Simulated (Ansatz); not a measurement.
# C2H3ClSn: the cost of one run

Computed with Ansatz 0.2.0, driven from Python. Level of theory: CAM-B3LYP/def2-SVP.

## (1) The system

Bond lengths: Cl1–C2 1.767 Å, C2–C3 1.412 Å, C2–Sn4 2.030 Å, C3–Sn4 1.948 Å, C3–H5 1.116 Å, Sn4–H6 1.769 Å, Sn4–H7 1.724 Å. Angles: Cl1–C2–C3 144.7°, Cl1–C2–Sn4 149.2°, C3–C2–Sn4 66.1°, C2–C3–Sn4 72.4°, C2–C3–H5 145.3°, Sn4–C3–H5 142.3°, C2–Sn4–C3 41.5°, C2–Sn4–H6 118.2°, C2–Sn4–H7 119.7°, C3–Sn4–H6 106.3°, C3–Sn4–H7 106.9°, H6–Sn4–H7 120.4°.

The script holds or builds the structure itself.

## (2) Script

Contents of run_scan.py:

```python
# -*- coding: utf-8 -*-
'''Stretching a bond of C2H3ClSn, the rest held rigid.'''

import ansatz
import matplotlib.pyplot as plt
import numpy as np


def main():
    mol = (
        ansatz.Crystal.molecule()
        .atom('Cl', (-1.2007, -2.5739, 0.5305))
        .atom('C', (-0.3939, -1.0271, 0.2493))
        .atom('C', (0.8123, -0.3107, 0.4094))
        .atom('Sn', (-0.4449, 0.8518, -0.5186))
        .atom('H', (1.8617, -0.3542, 0.7865))
        .atom('H', (-0.7839, 2.1944, 0.5818))
        .atom('H', (0.2106, 1.1517, -2.0845))
    )

    symbols = [site.symbol for site in mol.cartesian_sites]
    start = np.array([site.position_ang for site in mol.cartesian_sites])
    axis = (start[0] - start[1]) / np.linalg.norm(start[0] - start[1])
    moving = [0]
    lengths, energies = [1.5, 1.63, 1.77, 1.94, 2.21, 2.65, 3.18, 3.89], []
    for length in lengths:
        xyz = start.copy()
        xyz[moving] += (length - np.linalg.norm(start[0] - start[1])) * axis
        point = ansatz.Crystal.molecule()
        for symbol, place in zip(symbols, xyz):
            point = point.atom(symbol, place.tolist())
        setup = (
            point.calculation()
            .basis(gaussian='def2-SVP')  # atom-centred Gaussian functions
            .functional('cam_b3lyp')
        )
        report = setup.run().report
        energies.append(report['free_energy_ev'])
        print(f'r = {length:6.3f} A  E = {energies[-1]:.5f} eV  <S^2> = {abs(report["mean_field"]["state"]["spin_squared"]):.3f}')

    print('energy above the lowest point (eV):', [round(e - min(energies), 3) for e in energies])
    plt.figure(figsize=(4.5, 3))
    plt.plot(lengths, np.array(energies) - min(energies), 'o-')
    plt.xlabel('bond length (A)')
    plt.ylabel('E - E(min) (eV)')
    plt.tight_layout()
    plt.savefig('scan.png', dpi=100)


if __name__ == '__main__':
    main()
```

## (3) Launch

Command:

```
$ python run_scan.py
```

Q: Estimate wall time and peak memory on 1 thread of Arm Neoverse V2, shared host.

About 29 s, with a peak of 0.3 GiB.
